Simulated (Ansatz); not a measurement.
# Si4IrPt2: the cost of one run

Computed with Ansatz 0.2.0 (DFT PBE, scalar-relativistic, plane waves, PAW, unless a step names another level, unless a step's input says otherwise).

2 further runs of the same task are left out: 2 set aside as unsound or not needed.

**1. Starting point**

Symmetry: C2/m, No. 12, monoclinic system. Conventional cell: a = 11.919 Å, b = 3.649 Å, c = 5.162 Å, α = 90.00°, β = 94.59°, γ = 90.00°. Around Si (site symmetry m) lie 1 Ir at 2.41 Å and 4 Pt at 2.48 to 2.59 Å. Around Si (site symmetry m) lie 1 Si at 2.36 Å and 2 Ir at 2.44 Å and 2 Pt at 2.57 Å. Around Ir (site symmetry 2/m) lie 6 Si at 2.41 to 2.44 Å and 2 Pt at 2.76 Å. Around Pt (site symmetry m) lie 6 Si at 2.48 to 2.59 Å and 1 Ir at 2.76 Å and 2 Pt at 2.82 Å.

Structure file:

```xyz
7
Lattice="5.9594 -1.8243 -0.0306 5.9594 1.8243 -0.0306 -0.3866 0.0000 5.1471" Properties=species:S:1:pos:R:3 pbc="T T T"
Si    1.8329    0.0000    4.2025
Si    9.6993    0.0000    0.8834
Si    5.1545    0.0000    3.5513
Si    6.3777    0.0000    1.5346
Ir    0.0000    0.0000    0.0000
Pt    2.2222    0.0000    1.6430
Pt    9.3100    0.0000    3.4429
```

It came out lowest among 20 distinct ends of the trial cells. At a tolerance of 0.05 Å it has space group C2/m (No. 12).

**2. Relaxing to 0.001 eV/Å, on the response runs' mesh and smearing**

Contents of input.yaml:

```yaml
crystal:
  lattice:
    - [5.9594047699, -1.824287002, -0.0305841245]
    - [5.9594047699, 1.824287002, -0.0305841245]
    - [-0.3866125397, 0.0, 5.1470635881]
  atoms:
    - { symbol: Si, position: [0.1803322962, 0.1803322962, 0.8186348734] }
    - { symbol: Si, position: [0.8196677038, 0.8196677038, 0.1813651266] }
    - { symbol: Si, position: [0.4550229031, 0.4550229031, 0.6953812109] }
    - { symbol: Si, position: [0.5449770969, 0.5449770969, 0.3046187891] }
    - { symbol: Ir, position: [0.0, 0.0, 0.0] }
    - { symbol: Pt, position: [0.1968763312, 0.1968763312, 0.3215553118] }
    - { symbol: Pt, position: [0.8031236688, 0.8031236688, 0.6784446882] }
basis:
  ecutwfc: 420
kpoints:
  mp_grid: { grid: [10, 10, 6] }
hamiltonian:
  xc: pbe
scf:
  occupations: { method: gaussian, width: 0.1 }
output:
  forces: true
  stress: true
  eigenvalues: true
relax:
  adjacent_minimum: "off"
  f_tol: 0.001
  max_steps: 60
  cell: { stress_tol: 0.01 }
```

The run is started by

```sh
> ansatz run input.yaml --threads 3 --pin off --max-ram 7680MiB --backend cpu --events-out ev --progress --plain --runs-dir out
```

Q: Estimate wall time and peak memory on 3 threads of Intel Xeon Platinum 8488C (Sapphire Rapids), shared host.

About 27 s, with a peak of 0.94 GiB.
